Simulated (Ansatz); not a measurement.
# ClH3OSi: the cost of one run

Program: Ansatz 0.2.0, Gaussian basis. Level of theory: PBE0-D4/def2-TZVP structures, single points in def2-TZVPP, no counterpoise correction. These are calculated values, not measurements.

Levels: SPW92, PBE-D4, BLYP-D4, r2SCAN-D4, B97M-V, PBE0-D4, B3LYP-D4, r2SCAN0-D4, BHLYP-D4, CAM-B3LYP-D4, wB97X-V, wB97M-V, B2PLYP, PBE-QIDH, RPA on PBE, Hartree-Fock, MP2, CCSD, CCSD(T).

Correlated methods freeze the cores. B3LYP uses VWN-RPA correlation. B2PLYP carries no dispersion term here.

113 further runs of the same task are left out: 113 set aside as unsound or not needed.

## Step 1: The system as given

The complex: 11 atoms, charge 0, spin multiplicity 1.

Atoms are counted from 1 here; the program's logs count them from 0.

Bond lengths: Si1–H3 1.474 Å, Si1–H4 1.471 Å, Si1–Cl5 2.054 Å, Si1–O7 1.655 Å, Cl2–H8 1.326 Å, H6–O9 0.973 Å, O7–H10 0.960 Å, O9–H11 0.960 Å. Angles: H3–Si1–H4 115.1°, H3–Si1–Cl5 106.5°, H3–Si1–O7 111.8°, H4–Si1–Cl5 108.8°, H4–Si1–O7 105.6°, Cl5–Si1–O7 108.9°, Si1–O7–H10 117.1°, H6–O9–H11 106.7°.

As a file:

```xyz
11

Si   -0.1767    1.5888   -0.0722
Cl   -0.3179   -1.2436   -2.3249
H     0.5157    1.8947   -1.3373
H    -1.5237    1.0171   -0.2207
Cl   -0.3191    3.3603    0.9581
H     0.2954   -1.3126    0.8062
O     0.6694    0.5016    0.8442
H    -0.1564   -1.8052   -1.1351
O     0.1037   -2.2059    0.4715
H     1.5777    0.7245    1.0608
H    -0.6679   -2.5196    0.9493
```

Its parts: ClH₃OSi holds atoms 1, 3, 4, 5, 7, 10; HCl holds atoms 2, 8; H₂O holds atoms 6, 9, 11. Each part counts its atoms afresh in its own runs.

## Step 2: Relaxing ClH₃OSi alone

Contents of relax-a/in.yaml:

```yaml
crystal:
  periodic: [false, false, false]
  atoms:
    - {symbol: Si, position_ang: [-0.176710, 1.588761, -0.072195]}
    - {symbol: H, position_ang: [0.515677, 1.894732, -1.337338]}
    - {symbol: H, position_ang: [-1.523719, 1.017143, -0.220696]}
    - {symbol: Cl, position_ang: [-0.319118, 3.360288, 0.958096]}
    - {symbol: O, position_ang: [0.669387, 0.501602, 0.844182]}
    - {symbol: H, position_ang: [1.577739, 0.724503, 1.060799]}
basis:
  gaussian: {orbitals: def2-TZVP}
hamiltonian: {xc: pbe0, dispersion: d4}
relax: {f_tol: 0.005, max_steps: 200}
```

Launch:

```bash
ansatz run in.yaml --threads 8 --pin off --events-out ev --progress --plain --max-ram 19148MiB
```

**Question.** How long does this run take on 8 threads of Intel Xeon at 2.50GHz, shared host?

About 9.5 s.
